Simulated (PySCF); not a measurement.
**C(SnH3)4: geometry, NMR shifts and electronic excitations**

What NMR shifts and electronic excitations should C(SnH3)4 show?

Computed with PySCF 2.14.0, with density-fitted response routines of our own, on a single molecule in the gas phase. Atoms are numbered from 0 throughout.

## 1. The molecule as given

17 atoms, charge 0, multiplicity 1; geometry from: GFN2-xTB. The atoms were then displaced at random by about 0.03 Å, so the start is not that level's minimum.

Bonds of the start (Å): C0–Sn1 2.11, C0–Sn2 2.15, C0–Sn3 2.17, C0–Sn4 2.19, Sn1–H5 1.66, Sn1–H6 1.70, Sn1–H7 1.61, Sn2–H8 1.71, Sn2–H9 1.63, Sn2–H10 1.70, Sn3–H11 1.64, Sn3–H12 1.72, Sn3–H13 1.73, Sn4–H14 1.66, Sn4–H15 1.59, Sn4–H16 1.70.

## 2. Optimising the geometry at PBE0-D3(BJ)/def2-SVP

Job settings and geometry (Å):

```
{"job": {"xc": "PBE0", "basis": "def2-SVP", "d3": "d3bj", "grid": 1, "maxiter": 40, "shake": 0.03, "kind": "geom"}, "charge": 0, "multiplicity": 1}
C      0.061850    -0.076830     0.012650
Sn     0.150400    -1.943080     0.985950
Sn     0.989830     1.498890     1.143720
Sn    -1.999870     0.555650    -0.185900
Sn     0.876890    -0.145520    -2.016820
H     -0.510900    -1.841570     2.499870
H      1.791670    -2.360810     1.123630
H     -0.579950    -3.068960     0.092600
H      0.300070     1.703100     2.696310
H      1.023670     2.950300     0.403010
H      2.595350     1.034730     1.442580
H     -2.260580     1.807610    -1.219890
H     -2.776220     1.033950     1.274840
H     -3.021540    -0.740890    -0.703260
H      2.388030    -0.817340    -1.895950
H     -0.061250    -1.017940    -2.951400
H      1.003990     1.428120    -2.641680
```

Started as:

```bash
$ OMP_NUM_THREADS=1 python probes_run.py task.json out
```

One launch serves the whole session: the jobs run in the order shown.

Standard output:

```text
step   0  E = -902.30782194  max force = 0.029043
step   1  E = -902.32496050  max force = 0.007561
step   2  E = -902.32757491  max force = 0.004080
step   3  E = -902.32807141  max force = 0.001268
step   4  E = -902.32811269  max force = 0.000633
step   5  E = -902.32814710  max force = 0.000627
step   6  E = -902.32816704  max force = 0.000825
step   7  E = -902.32822924  max force = 0.001422
step   8  E = -902.32834013  max force = 0.002272
step   9  E = -902.32850155  max force = 0.003186
step  10  E = -902.32865616  max force = 0.002085
step  11  E = -902.32881701  max force = 0.000818
step  12  E = -902.32884735  max force = 0.000476
step  13  E = -902.32885617  max force = 0.000297
optimisation converged
```

It took 21 min on 1 thread of Intel Xeon at 2.50GHz, shared host; peak memory 0.92 GiB.

Relaxation path:

```csv
step,energy from step 0 (eV),largest force component (eV/Å)
0,0.0000,1.4935
1,-0.4664,0.3888
2,-0.5375,0.2098
3,-0.5510,0.0652
4,-0.5521,0.0326
5,-0.5531,0.0322
6,-0.5536,0.0424
7,-0.5553,0.0731
8,-0.5583,0.1168
9,-0.5627,0.1638
10,-0.5669,0.1072
11,-0.5713,0.0421
12,-0.5721,0.0245
13,-0.5724,0.0153
```

Close pairs (by a distance rule), those that changed most:

```csv
bond,before (Å),after (Å),change (Å)
Sn4–H15,1.586,1.717,+0.131
Sn1–H7,1.612,1.717,+0.105
Sn2–H9,1.630,1.717,+0.087
Sn3–H11,1.645,1.717,+0.072
Sn1–H5,1.655,1.717,+0.062
C0–Sn1,2.107,2.168,+0.062
Sn4–H14,1.658,1.717,+0.059
C0–Sn4,2.188,2.167,-0.021
```

The end geometry stands in the next job.

```
                         at the end point                value
rotational constants (GHz, main isotopes)  0.320, 0.319, 0.319
                        dipole moment (D)                 0.01
```

## 3. NMR shieldings: PBE0/def2-TZVP+pcSseg-1

Job settings and geometry (Å):

```
{"job": {"kind": "nmr", "xc": "PBE0", "basis": {"default": "pcSseg-1", "Sn": "def2-TZVP"}}, "charge": 0, "multiplicity": 1}
C      0.002432    -0.000460    -0.000407
Sn     0.096758    -1.894230     1.051719
Sn     1.039609     1.514399     1.153193
Sn    -2.073013     0.580611    -0.245769
Sn     0.931628    -0.201484    -1.948092
H     -1.060607    -1.891840     2.320014
H      1.671423    -2.101492     1.704523
H     -0.246702    -3.168580    -0.046913
H      0.719433     1.265912     2.821925
H      0.479005     3.066948     0.679858
H      2.727819     1.392686     0.865000
H     -2.187940     1.742821    -1.504377
H     -2.646423     1.258559     1.223999
H     -3.003398    -0.806113    -0.645722
H      2.368696    -1.129083    -1.798194
H     -0.159224    -0.988502    -3.015577
H      1.311944     1.359259    -2.554921
```

Method: GIAO PBE0/pcSseg-1 Sn:def2-TZVP NMR shielding, scalar relativity only through core potentials, gas phase.

Standard output:

```text
coarse grid: 66952 points
cycle   1  E = -895.9383269087  dE = -1.425e+02  |g| = 5.529e+00  |ddm| = 6.288e+01
cycle   2  E = -872.8934501309  dE =  2.304e+01  |g| = 1.185e+01  |ddm| = 3.408e+01
cycle   3  E = -901.8123346421  dE = -2.892e+01  |g| = 1.682e+00  |ddm| = 3.107e+01
cycle   4  E = -901.0067135694  dE =  8.056e-01  |g| = 2.124e+00  |ddm| = 3.872e+00
cycle   5  E = -902.3629540471  dE = -1.356e+00  |g| = 1.411e-01  |ddm| = 3.037e+00
cycle   6  E = -902.3662292943  dE = -3.275e-03  |g| = 8.971e-02  |ddm| = 2.440e-01
cycle   7  E = -902.3684113870  dE = -2.182e-03  |g| = 6.015e-03  |ddm| = 8.660e-02
cycle   8  E = -902.3684184534  dE = -7.066e-06  |g| = 8.566e-04  |ddm| = 9.317e-03
final grid: 131848 points
cycle   9  E = -902.3684891791  dE =  3.940e-07  |g| = 1.729e-03  |ddm| = 4.623e-03
cycle  10  E = -902.3684863624  dE =  2.817e-06  |g| = 3.744e-03  |ddm| = 5.739e-03
cycle  11  E = -902.3684899676  dE = -3.605e-06  |g| = 1.922e-04  |ddm| = 3.744e-03
cycle  12  E = -902.3684899761  dE = -8.445e-09  |g| = 2.182e-05  |ddm| = 2.461e-04
cycle  13  E = -902.3684899762  dE = -1.339e-10  |g| = 5.900e-06  |ddm| = 4.096e-05
converged SCF energy = -902.3684899762

GIAO shielding tensors (ppm)
atom      isotropic    diamagn.    paramagn.     s11        s22        s33       span
  0 C      230.436     254.437     -24.001    230.197    230.271    230.839      0.642
  1 Sn         nan         nan         nan        nan        nan        nan        nan
  2 Sn         nan         nan         nan        nan        nan        nan        nan
  3 Sn         nan         nan         nan        nan        nan        nan        nan
  4 Sn         nan         nan         nan        nan        nan        nan        nan
  5 H       26.426      28.809      -2.383     17.831     21.181     40.266     22.435
  6 H       26.421      28.797      -2.376     17.829     21.138     40.297     22.469
  7 H       26.418      28.796      -2.377     17.824     21.138     40.292     22.468
  8 H       26.426      28.802      -2.376     17.776     21.262     40.240     22.464
  9 H       26.425      28.790      -2.364     17.775     21.235     40.266     22.490
 10 H       26.420      28.784      -2.364     17.779     21.184     40.297     22.519
 11 H       26.428      28.803      -2.375     17.828     21.177     40.279     22.451
 12 H       26.428      28.810      -2.382     17.824     21.197     40.262     22.438
 13 H       26.429      28.802      -2.374     17.823     21.185     40.277     22.454
 14 H       26.430      28.784      -2.354     17.861     21.135     40.295     22.434
 15 H       26.431      28.786      -2.355     17.855     21.159     40.279     22.423
 16 H       26.431      28.791      -2.360     17.867     21.147     40.281     22.415
```

Run time: 4.6 min. Hardware: 1 thread of Intel Xeon at 2.50GHz, shared host; peak memory 1.4 GiB.

The references, computed at this level on geometries of the same kind, shield at (ppm): ¹H TMS 31.27, ¹³C TMS 184.4. Their shielding less the atom's gives the shift. The references are single molecules in the gas phase. Atoms listed in one row are averaged.

```
                        atoms                   environment  σ (ppm)  δ (ppm)
                           C0         carbon bonded to 4 Sn    230.4    -46.0
H5, H6, H7, H8, H9 and 7 more  hydrogen on a Sn bonded to C    26.43     4.84
```

Atoms past Kr carry core potentials, so their printed shieldings have no meaning and are left out of the table.

The run also stored atomic charges by several schemes (e):

```
             atoms  Mulliken  ESP fit
                C0     -1.14    -0.39
Sn1, Sn2, Sn3, Sn4      0.40     0.35
```

Mayer bond orders: C0–Sn1 0.83, C0–Sn2 0.83, C0–Sn3 0.83, C0–Sn4 0.83.

With diffuse functions Mulliken charges and Mayer bond orders lose their meaning; the other schemes are steadier.

Orbitals, density, ELF and potential are computed afterwards from the orbital file.

Frontier orbitals at PBE0/def2-TZVP+pcSseg-1, with the share of their density that lies nearest to each atom:

| orbital | energy (eV) | lies on |
| --- | --- | --- |
| HOMO | -7.90 | C0 40 %; Sn3 9 %; H6, H11, H14 about 8 % each |
| LUMO | -0.94 | C0 17 % |

ELF in a plane through or near 4 of the atoms.

Ten even steps from '0' (0.00) to '9' (1.00):
```
0000000000000000000000000000
0000000000000000000000000000
0000000000000011000000000000
0000000000001357510000000000
0000000001222468830000000000
0000000012222235400000000000
0000000122255222000000000000
0000000012233221012221000000
0000000001222443222222100000
0000012100135666237622210000
0001999993225766247732210000
0004999982562343222256410000
0002999953765220049999960000
0000367532232220059999970000
0000000125889850019999610000
0000000038999981000231000000
0000000017999840000000000000
0000000000121000000000000000
0000000000000000000000000000
0000000000000000000000000000
```
The map spans 11.3 Å across and 11.5 Å up, centred on the molecule. Atoms in the plane (x, y in Å): Sn2 (-1.2, -1.4), Sn4 (2.1, -0.1), H8 (-2.8, -1.0), H16 (2.5, -1.7).

On the surface of density 0.002 e/bohr³ the electrostatic potential runs, from the 1st to the 99th percentile, from 0.03 to 1.24 V.

## 4. Excited states and response: PBE0/def2-SVPD

Settings changed since step 3:

```diff
@@ -1,2 +1,2 @@
-{"job": {"kind": "nmr", "xc": "PBE0", "basis": {"default": "pcSseg-1", "Sn": "def2-TZVP"}}, "charge": 0, "multiplicity": 1}
+{"job": {"kind": "uv", "xc": "PBE0", "basis": "def2-SVPD", "ip": false, "nstates": 10}, "charge": 0, "multiplicity": 1}
 C      0.002432    -0.000460    -0.000407
```

Method: TDDFT PBE0/def2-SVPD, vertical, gas phase, core orbitals frozen in the response.

Standard output:

```text
coarse grid: 66952 points
cycle   1  E = -895.0114479380  dE = -8.826e+01  |g| = 5.443e+00  |ddm| = 3.077e+01
cycle   2  E = -871.7478382765  dE =  2.326e+01  |g| = 1.103e+01  |ddm| = 4.476e+02
cycle   3  E = -902.1063447901  dE = -3.036e+01  |g| = 9.164e-01  |ddm| = 4.624e+02
cycle   4  E = -901.4461269146  dE =  6.602e-01  |g| = 1.543e+00  |ddm| = 3.604e+00
cycle   5  E = -902.3125528297  dE = -8.664e-01  |g| = 4.184e-02  |ddm| = 2.952e+00
cycle   6  E = -902.3130803767  dE = -5.275e-04  |g| = 2.564e-02  |ddm| = 1.881e-01
cycle   7  E = -902.3132615757  dE = -1.812e-04  |g| = 3.632e-03  |ddm| = 4.626e-02
cycle   8  E = -902.3132658298  dE = -4.254e-06  |g| = 9.794e-04  |ddm| = 9.548e-03
final grid: 131848 points
cycle   9  E = -902.3133368434  dE =  8.224e-07  |g| = 2.092e-03  |ddm| = 8.484e-03
cycle  10  E = -902.3133322114  dE =  4.632e-06  |g| = 4.477e-03  |ddm| = 8.969e-03
cycle  11  E = -902.3133381232  dE = -5.912e-06  |g| = 8.318e-05  |ddm| = 6.192e-03
cycle  12  E = -902.3133381254  dE = -2.171e-09  |g| = 8.979e-06  |ddm| = 1.854e-04
cycle  13  E = -902.3133381254  dE = -2.706e-11  |g| = 3.656e-06  |ddm| = 3.011e-05
converged SCF energy = -902.3133381254

Static polarisability (au): isotropic 179.038, principal 179.002 179.030 179.081

Singlet excitations
state   eV       nm        f      main configurations
  1   5.9579    208.1   0.11832   H->L 0.97
  2   5.9605    208.0   0.11850   H-1->L 0.97
  3   5.9675    207.8   0.11893   H-2->L 0.97
  4   6.6146    187.4   0.09676   H->L+1 0.98
  5   6.6175    187.4   0.09728   H-1->L+1 0.97
  6   6.6241    187.2   0.09739   H-2->L+1 0.97
  7   6.9268    179.0   0.00274   H->L+2 0.26, H-1->L+3 0.14, H-3->L 0.11
  8   6.9294    178.9   0.00434   H-1->L+4 0.24, H-2->L+2 0.19, H-4->L 0.12
  9   6.9332    178.8   0.00520   H-2->L+3 0.18, H->L+3 0.18, H-5->L 0.18
 10   6.9791    177.7   0.01088   H-4->L 0.20, H-1->L+2 0.18, H-5->L 0.10

Triplet excitations (Tamm-Dancoff, eV): 5.4377 5.4402 5.4477 6.3149
```

It took 4.8 min on 1 thread of Intel Xeon at 2.50GHz, shared host; peak memory 1.2 GiB.

Frontier orbitals and where they lie:

```csv
orbital,eV,atoms
HOMO−3,-8.89,"Sn1 17 %, Sn2 16 %, H7 13 %"
HOMO−2,-7.92,"C0 36 %, Sn4 16 %, Sn2 10 %"
HOMO−1,-7.91,"C0 36 %, Sn2 12 %, Sn1 10 %"
HOMO,-7.91,"C0 36 %, Sn3 14 %, Sn1 12 %"
LUMO,-0.86,"C0 18 %, Sn3 11 %, Sn2 11 %"
LUMO+1,-0.39,"Sn2 13 %, Sn3 13 %, Sn4 13 %"
LUMO+2,0.06,"Sn2 20 %, Sn3 10 %, H8 10 %"
```

With each of the 10 states as a Gaussian band of 0.4 eV half-width at 1/e, the curve within the window shown has maxima at 206 nm (ε 15,000), 189 nm (ε 13,000) L/(mol cm). Beyond the last state computed it falls off for lack of states. The curve at chosen wavelengths:

nm, ε (L/mol/cm) and a bar:
```
      170       1257 
      172       2137 ##
      175       4140 ######
      177       5891 ##########
      180       8795 ################
      182      10595 ####################
      185      12564 ########################
      187      13239 ##########################
      190      13445 ##########################
      192      13314 ##########################
      194      13218 ##########################
      197      13455 ##########################
      199      13902 ###########################
      202      14759 #############################
      204      15207 ##############################
      207      15298 ##############################
      209      14840 #############################
      211      13957 ###########################
      214      11990 #######################
      216      10414 ####################
      219       7963 ##############
      221       6422 ###########
      224       4420 #######
      226       3337 ####
      229       2094 ##
      231       1493 #
```

Leading natural transition orbitals of singlet state 3: the hole lies on C0 40 %; Sn4 10 %; H8 9 %; the particle on C0 17 %; 4 Sn atoms about 6 % each.

Leading natural transition orbitals of singlet state 1: the hole lies on C0 40 %; Sn1, Sn3 about 8 % each; 4 H atoms about 7 % each; the particle on C0 17 %; 4 Sn atoms about 6 % each.

Ground-state properties from the same run:

```
           property  computed
  dipole moment (D)      0.01
polarisability (Å³)     26.53
 HOMO–LUMO gap (eV)      7.04
      −ε(HOMO) (eV)      7.91
```

## 5. NMR shieldings: KT2/def2-TZVP+pcSseg-1

Settings changed since step 4:

```diff
@@ -1,2 +1,2 @@
-{"job": {"kind": "uv", "xc": "PBE0", "basis": "def2-SVPD", "ip": false, "nstates": 10}, "charge": 0, "multiplicity": 1}
+{"job": {"kind": "nmr", "xc": "KT2", "basis": {"default": "pcSseg-1", "Sn": "def2-TZVP"}, "pop": false}, "charge": 0, "multiplicity": 1}
 C      0.002432    -0.000460    -0.000407
```

Method: GIAO KT2/pcSseg-1 Sn:def2-TZVP NMR shielding, scalar relativity only through core potentials, gas phase.

Standard output:

```text
coarse grid: 66952 points
cycle   1  E = -900.2231223905  dE = -1.401e+02  |g| = 6.016e+00  |ddm| = 6.144e+01
cycle   2  E = -816.2549179784  dE =  8.397e+01  |g| = 2.416e+01  |ddm| = 5.823e+01
cycle   3  E = -904.6245416699  dE = -8.837e+01  |g| = 3.901e+00  |ddm| = 5.450e+01
cycle   4  E = -906.6984333171  dE = -2.074e+00  |g| = 2.525e+00  |ddm| = 7.906e+00
cycle   5  E = -908.1156365796  dE = -1.417e+00  |g| = 5.793e-01  |ddm| = 2.692e+00
cycle   6  E = -908.2073978532  dE = -9.176e-02  |g| = 4.025e-02  |ddm| = 5.868e-01
cycle   7  E = -908.2079211314  dE = -5.233e-04  |g| = 1.530e-02  |ddm| = 6.961e-02
cycle   8  E = -908.2079737734  dE = -5.264e-05  |g| = 7.343e-03  |ddm| = 2.383e-02
cycle   9  E = -908.2079883345  dE = -1.456e-05  |g| = 1.705e-03  |ddm| = 9.859e-03
cycle  10  E = -908.2079891655  dE = -8.311e-07  |g| = 3.643e-04  |ddm| = 2.812e-03
final grid: 131848 points
cycle  11  E = -908.2080728307  dE = -1.402e-07  |g| = 5.962e-04  |ddm| = 4.089e-03
cycle  12  E = -908.2080726515  dE =  1.791e-07  |g| = 1.010e-03  |ddm| = 2.058e-03
cycle  13  E = -908.2080729087  dE = -2.572e-07  |g| = 2.687e-04  |ddm| = 1.365e-03
cycle  14  E = -908.2080729266  dE = -1.795e-08  |g| = 4.116e-05  |ddm| = 3.131e-04
cycle  15  E = -908.2080729271  dE = -4.841e-10  |g| = 6.703e-06  |ddm| = 5.336e-05
converged SCF energy = -908.2080729271

GIAO shielding tensors (ppm)
atom      isotropic    diamagn.    paramagn.     s11        s22        s33       span
  0 C      217.538     256.882     -39.344    217.292    217.377    217.945      0.653
  1 Sn         nan         nan         nan        nan        nan        nan        nan
  2 Sn         nan         nan         nan        nan        nan        nan        nan
  3 Sn         nan         nan         nan        nan        nan        nan        nan
  4 Sn         nan         nan         nan        nan        nan        nan        nan
  5 H       26.170      28.754      -2.583     17.762     21.071     39.677     21.916
  6 H       26.164      28.741      -2.577     17.757     21.027     39.709     21.952
  7 H       26.162      28.741      -2.579     17.754     21.027     39.704     21.950
  8 H       26.169      28.744      -2.575     17.708     21.150     39.648     21.941
  9 H       26.168      28.732      -2.565     17.706     21.123     39.674     21.968
 10 H       26.162      28.729      -2.566     17.708     21.073     39.706     21.998
 11 H       26.172      28.748      -2.576     17.759     21.067     39.690     21.930
 12 H       26.171      28.753      -2.582     17.754     21.086     39.673     21.918
 13 H       26.172      28.746      -2.574     17.754     21.073     39.689     21.935
 14 H       26.174      28.731      -2.556     17.792     21.024     39.707     21.915
 15 H       26.175      28.732      -2.558     17.786     21.048     39.690     21.904
 16 H       26.175      28.737      -2.562     17.796     21.037     39.692     21.896
```

It took 5.5 min on 1 thread of Intel Xeon at 2.50GHz, shared host; peak memory 1.3 GiB.

In short: δ C0 -34.3, H5 5.01 ppm (means over like atoms).

## 6. Side by side: NMR shifts

Shifts (ppm), means over like atoms, with basis size and wall time:

| run | C0 | H5 | functions | time |
| --- | --- | --- | --- | --- |
| PBE0/def2-TZVP+pcSseg-1 | -46.0 | 4.84 | 277 | 4.6 min |
| KT2/def2-TZVP+pcSseg-1 | -34.3 | 5.01 | 277 | 5.5 min |

## 7. Summary of results

| quantity | value |
| --- | --- |
| rotational constants (main isotopes) | 0.32, 0.32, 0.32 GHz |
| ¹³C shifts against TMS (PBE0/def2-TZVP+pcSseg-1) | -46.0 ppm |
| ¹H shifts against TMS (PBE0/def2-TZVP+pcSseg-1, means over atoms taken as alike) | 4.84 ppm |
| surface potential, 1st and 99th percentile | 0.03 V and 1.24 V |
| lowest singlet (PBE0/def2-SVPD) | 5.96 eV (208 nm), f = 0.118 |
| brightest single state of those computed | state 3, 5.97 eV, f = 0.119 |
| lowest triplet | 5.44 eV |
| range of the shift of C0 | -46.0 to -34.3 ppm |

What this shows: The start was shaken at random, so part of the energy gained undoes that. Relaxing lowered the energy by 0.572 eV in 13 steps; the close pair that moved most is Sn4–H15, from 1.586 to 1.717 Å. The lowest singlet, at 5.96 eV, is HOMO→LUMO 0.97 and is bright; of the 10 states computed, the strongest absorption comes from states 1 to 3 together at 5.97 eV. The lowest triplet lies 0.52 eV below the lowest singlet (triplets in Tamm-Dancoff, singlets in full TDDFT). Spin-orbit coupling, left out, mixes singlets and triplets in elements this heavy. In ppm, C0 moves most: its shift spreads over 11.7 ppm, from -46.0 (PBE0/def2-TZVP+pcSseg-1) to -34.3 (KT2/def2-TZVP+pcSseg-1). Spin-orbit coupling is left out, which matters for shieldings and couplings at and beside the heavy atoms.
